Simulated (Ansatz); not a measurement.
# HfO+ (quartet): from Hartree-Fock to the top rungs, def2-TZVPP

One table from this session's results is given with a row withheld; the runs are named, their logs left out.

Computed with Ansatz 0.2.0, Gaussian basis. Level: def2-TZVPP, core rule «outside noble gas», up to 5 orbitals frozen.

Plan: UHF; ROHF; CCSD(T) on UHF.

2 further runs of the same task are left out: 2 set aside as unsound or not needed.

## The geometry

The geometry is a PBE0/def2-TZVP stationary point (not a proven minimum) of the parent state, kept for this charge and spin. No spin-orbit coupling is included. Elements past krypton take def2 core potentials.

2 atoms, charge 1, spin multiplicity 4.

Atoms are counted from 1 here; the program's logs count them from 0.

Bond lengths: Hf1–O2 1.741 Å.

Set-up of the first run:

The input, in.yaml:

```yaml
crystal:
  periodic: [false, false, false]
  atoms:
    - {symbol: Hf, position_ang: [0.000000, 0.000000, 0.000000]}
    - {symbol: O, position_ang: [0.000000, 0.000000, 1.741200]}
basis:
  gaussian: {orbitals: def2-TZVPP}
total_charge: 1
magnetization: {spin_polarized: true, initial_magnetization: 3}
hamiltonian: {xc: hf}
output: {orbitals: {seedname: orbitals}}
```

Command:

```console
> ansatz run in.yaml --threads 1 --pin off --events-out ev --progress --plain --max-ram 2816MiB --backend cpu
```

Steps of the session up to this table: UHF; ROHF; CCSD(T) on UHF.

One table of the session follows, with a row left open; its other results are not shown here.

```
  method  from UCCSD(T) (meV)
    ROHF              +6847.7
    UMP2                    ?
   UCCSD               +265.0
UCCSD(T)                    0
```

Estimate the missing values for UMP2.

**Answer.** from UCCSD(T) (meV): +572.3. In the column «from UCCSD(T) (meV)» it lies between UCCSD (+265.0) and ROHF (+6847.7).

Left out of the table: UHF (another determinant or state than the rows shown).

To keep in mind: Warnings: coupled cluster took another determinant than the lowest.
